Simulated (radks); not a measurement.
# Se³⁺ in [Ar] 3d10 4s2 4p1: an all-electron calculation

One table from this session's results is given with a row withheld; the runs are named, their logs left out.

Method: Dirac Kohn-Sham, LDA (Slater exchange, Perdew-Wang correlation), spin-unpolarised, spherical densities, point nucleus; open shells are shared between the two j in proportion to 2j + 1. Code: radks (a radial shooting solver on a logarithmic mesh, Libxc functionals) version 1.

**What is computed**

```
element       : selenium (Z = 34)
charge        : +3
electrons     : 31
configuration : [Ar] 3d10 4s2 4p1
```

The outer shells:

Se³⁺
```
[Ar] core
3d [↑↓][↑↓][↑↓][↑↓][↑↓]
4s [↑↓]
4p [↑ ][  ][  ]
```

Set-up of the first run:

Settings of this run:

```text
Z 34
configuration [Ar] 3d10 4s2 4p1 5s0 4d0
relativity Dirac
functional lda,pw
spin unpolarised
j_filling average
nucleus point
c 137.035999084
```

Launch:

```bash
python run_ks.py task.json out
```

The same process makes all the runs of this session.

One of the session's tables, all rows but one given; the rest of the session is left out.

It belongs to the step «Shells». Radial moments (bohr):

```
level      <r>  outermost maximum (interpolated)  90 % within  nodes
1s1/2  0.04414                            0.0288       0.0789      0
2s1/2   0.1960                             0.165        0.303      1
2p1/2   0.1686                             0.130        0.276      0
2p3/2   0.1724                             0.133        0.281      0
3s1/2   0.5747                             0.503        0.858      2
3p1/2   0.5825                             0.495        0.892      1
3p3/2   0.5931                             0.503        0.908      1
3d3/2   0.6243                             0.449         1.04      0
3d5/2   0.6285                             0.452         1.04      0
4s1/2        ?                                 ?            ?      ?
4p1/2    1.856                              1.62         2.74      2
4p3/2    1.882                              1.64         2.78      2
4d3/2    2.630                              2.27         3.94      1
4d5/2    2.638                              2.28         3.95      1
5s1/2    3.631                              3.45         5.16      4
```

**Question.** Estimate the row for 4s1/2.

As computed: <r>: 1.635; outermost maximum (interpolated): 1.44; 90 % within: 2.39; nodes: 3. In the column «<r>» it lies between 3d5/2 (0.6285) and 4p1/2 (1.856).

Caveats from the session: Spin polarisation and multiplet splitting are left out.
